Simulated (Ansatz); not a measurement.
NbTe:

```xyz
2
Lattice="3.7030 0.0000 0.0000 -1.8515 3.2069 0.0000 0.0000 0.0000 3.6942" Properties=species:S:1:pos:R:3 pbc="T T T"
Te    1.8515    1.0690    0.0000
Nb    0.0000    0.0000    1.8471
```

The cell comes from a database or a generator and needn't be the stable form of this composition.

Below is the output of Ansatz 0.2.0 for this cell. Logs are shortened: lines on timing, memory, paths and dates and some standing lists are left out, and cuts for length are marked.

```text
Warning: RAYON_NUM_THREADS=2 ignored (pool sized by the plan → 2); use --threads N
scf.n_extra_bands = 6 over 29 filled bands (N_el = 29.0): the run solves 35 bands
Engine: ansatz 0.2.0, aarch64-unknown-linux-gnu
Pseudopotentials: kind: paw_fr
Pseudopotential: Te, paw_fr, valence charge 16, recommended cutoff 500 eV (meta_gga), Te.paw.azcp#standard-fr
Pseudopotential: Nb, paw_fr, valence charge 13, recommended cutoff 500 eV (meta_gga), Nb.paw.azcp#standard-fr
Functional definition: r2SCAN
  parameter k0 = 0.174
  parameter k1 = 0.065
  parameter a1 = 4.9479
  exchange = r2scan_x(k0 = k0, k1 = k1, a1 = a1)
  correlation = r2scan_c
non-collinear run that drives no moment, with spin-orbit: no starting moment large enough to seed its density (crystal.atoms[].spin), no starting occupations that ask for one, no magnetisation constraint and no magnetic field, so the semilocal B_xc is pinned to zero
Crystal: 2 atoms, lattice volume = 43.869 Å³
Basis set: ecut = 500 eV, 1141 PW (Γ), exchange–correlation on 120×120×108 points (64 copies of the dense FFT grid, shifted against one another)
Bands: 35, of which v1, the nominal top of the filled ones, is band 29 counted from 1 (28 counted from 0)
Symmetry: 12 space group operations + 12 with time reversal
Magnetic group: BNS 187.210 (UNI 1440), of the structure as read, at distance tolerance 3.5e-5 Å
k-points: 21 of 180 (time reversal used)
Projection manifold: j_resolved (fully-relativistic pseudo-atomic orbitals)
Non-local potential: Te, projectors of the file, l = 0: 2, l = 1: 4, l = 2: 4, l = 3: 4
Non-local potential: Nb, projectors of the file, l = 0: 3, l = 1: 4, l = 2: 4, l = 3: 2
PAW form: soft (Blöchl's): semilocal exchange-correlation on the pseudo side does not see the compensation charge
[... 19 lines left out ...]
NSCF: frozen V_eff on 129 k-points
SCF converged after 8 iterations
Magnetization: |M| = 0.0000 μB,  M = (+0.0000, +0.0000, +0.0000) μB
Absolute magnetization: 0.0000 μB (∫|m|)
  site 0: m = (+0.0000, +0.0000, +0.0000) μB, |m| = 0.0000 μB  (R = 1.17 Å)
  site 1: m = (+0.0000, +0.0000, +0.0000) μB, |m| = 0.0000 μB  (R = 1.17 Å)
Free energy (F): -11542.077099 eV
Harris-Foulkes:  -11542.077099 eV  (|F-HF|=6.18e-8)
Internal energy: -11542.064002 eV  (E = F + TS)
E sigma→0 (E₀):  -11542.070550 eV
Entropy (-TS):   -0.013097 eV (-6.548 meV/atom)
Fermi energy:    16.036866 eV
--- Per-component energies (eV) ---
  E_band       = -301.696350
  E_kinetic    = 574.800249
  E_local      = -1730.288125  (includes V_loc(G=0)·N_el)
  E_nonlocal   = -188.112835
  E_hartree    = 935.316340
  E_xc         = -284.756086
  E_vxc        = -347.749895  (∫ρ·V_xc dr)
  E_paw        = -7762.022108  (= ΣΔE_a)
  E_vpaw       = -502.345179  (= ΣTr[D̂ρ^β])
  E_aug_tail   = -0.000030  (compensation charges beyond the density's cutoff)
  E_vtau       = 21.365318  (kinetic-family band-sum trace: ∫τ·v_τ [+ j·A + Jᵃ·Aᵃ] dr)
  E_ewald      = -3087.106456
  E_core_change = 0.105051  (= ΣΔE_core)
  E_smearing   = -0.013097  (= −TS)
  E_closure    = 0.000000  (closes the sum)
  Σ components = -11542.077099   (vs F -11542.077099, Δ=0.00e0)
--- Forces (eV/Å), atoms counted from 1 ---
  atom   1  Te     0.00000000     0.00000000     0.00000000
  atom   2  Nb    -0.00000000     0.00000000     0.00000000
  max |Σ_I F_I| component: 9.25e-17 eV/Å
--- Stress (GPa, compression-positive) ---
       -1.386048      -0.000000       0.000000
        0.000000      -1.386048       0.000000
        0.000000       0.000000      -1.288775
  P = ⅓ Tr σ = -1.3536 GPa (-13.536 kbar)
--- Band table (eV; the first three rows and the last of 21) ---
  k-point 0: bands = ["-41.5230", "-41.5230", "-23.9907", "-23.9907", "-23.9831", "-23.9831", "-22.5320", "-22.5320", "-22.5238", "-22.5238", "-22.5206", "-22.5206", "-18.3150", "-18.3150", "-16.2919", "-16.2919", "-16.1660", "-16.1660", "1.0323", "1.0323", "12.2597", "12.2597", "12.6888", "12.6888", "12.8932", "12.8932", "13.4247", "13.4247", "16.0311", "16.0311", "16.1088", "16.1088", "18.3469", "18.3469", "18.6504"]
  k-point 1: bands = ["-41.5210", "-41.5210", "-23.9914", "-23.9897", "-23.9828", "-23.9828", "-22.5307", "-22.5307", "-22.5273", "-22.5246", "-22.5187", "-22.5187", "-18.3262", "-18.3262", "-16.3193", "-16.3193", "-16.1617", "-16.1603", "1.4362", "1.4362", "10.5288", "10.5288", "12.5923", "12.5923", "12.8990", "12.9385", "14.8167", "14.8167", "15.3235", "15.3513", "15.3513", "15.4104", "18.5488", "18.5488", "18.8650"]
  k-point 2: bands = ["-41.5178", "-41.5178", "-23.9909", "-23.9898", "-23.9823", "-23.9823", "-22.5303", "-22.5286", "-22.5283", "-22.5283", "-22.5160", "-22.5160", "-18.3450", "-18.3450", "-16.3621", "-16.3621", "-16.1534", "-16.1525", "2.2773", "2.2773", "8.3203", "8.3203", "12.8572", "12.8572", "13.2254", "13.2658", "14.8445", "14.9147", "14.9626", "14.9626", "16.4044", "16.4044", "17.6816", "17.6816", "18.0361"]
  k-point 20: bands = ["-41.5077", "-41.5077", "-23.9888", "-23.9833", "-23.9831", "-23.9780", "-22.5393", "-22.5260", "-22.5250", "-22.5185", "-22.5138", "-22.5092", "-18.3831", "-18.3621", "-16.3706", "-16.3584", "-16.2698", "-16.2361", "3.2904", "3.2979", "9.1847", "9.5667", "9.8861", "10.0754", "10.7118", "11.0618", "14.7016", "14.7236", "17.1050", "17.1283", "17.7478", "17.7847", "18.6590", "18.6914", "18.7572"]
```

**Question.** What input gives this log?

**Answer.** Band structure with r2SCAN, spin-orbit coupling, no magnetisation. The files as run (others can give the same):

input.yaml
```yaml
crystal:
  lattice:
    - [3.7029743866, 0.0, 0.0]
    - [-1.8514871933, 3.2068698884, 0.0]
    - [0.0, 0.0, 3.694211]
  atoms:
    - { symbol: Te, position: [0.6666666667, 0.3333333333, 0.0] }
    - { symbol: Nb, position: [0.0, 0.0, 0.5] }
hamiltonian:
  xc: r2scan
  pseudopotentials: { kind: paw_fr }
magnetization:
  noncollinear: true
  spin_orbit: true
kpoints:
  mp_grid: { grid: [6, 6, 5] }
  band_path:
    path:
      - [[0.0, 0.0, 0.0], [0.5, 0.0, 0.0], [0.3333333333, 0.3333333333, 0.0], [0.0, 0.0, 0.0], [0.0, 0.0, 0.5], [0.5, 0.0, 0.5], [0.3333333333, 0.3333333333, 0.5], [0.0, 0.0, 0.5]]
      - [[0.5, 0.0, 0.5], [0.5, 0.0, 0.0]]
      - [[0.3333333333, 0.3333333333, 0.0], [0.3333333333, 0.3333333333, 0.5]]
    npoints: 14
scf:
  occupations: { method: fermi_dirac, width: 0.05 }
  n_extra_bands: 6
output:
  forces: true
  stress: true
  eigenvalues: true
  fatbands: true
```

Potentials or basis: Ansatz PAW.
Command:
```console
$ ansatz run input.yaml --threads 2 --pin off --max-ram 5632MiB --backend cpu --events-out ev --progress --plain --runs-dir out
```

Caveat: the PAW data sets come from PBE, with cores solved anew for the run's functional, which leaves a small shift of forces and pressure.
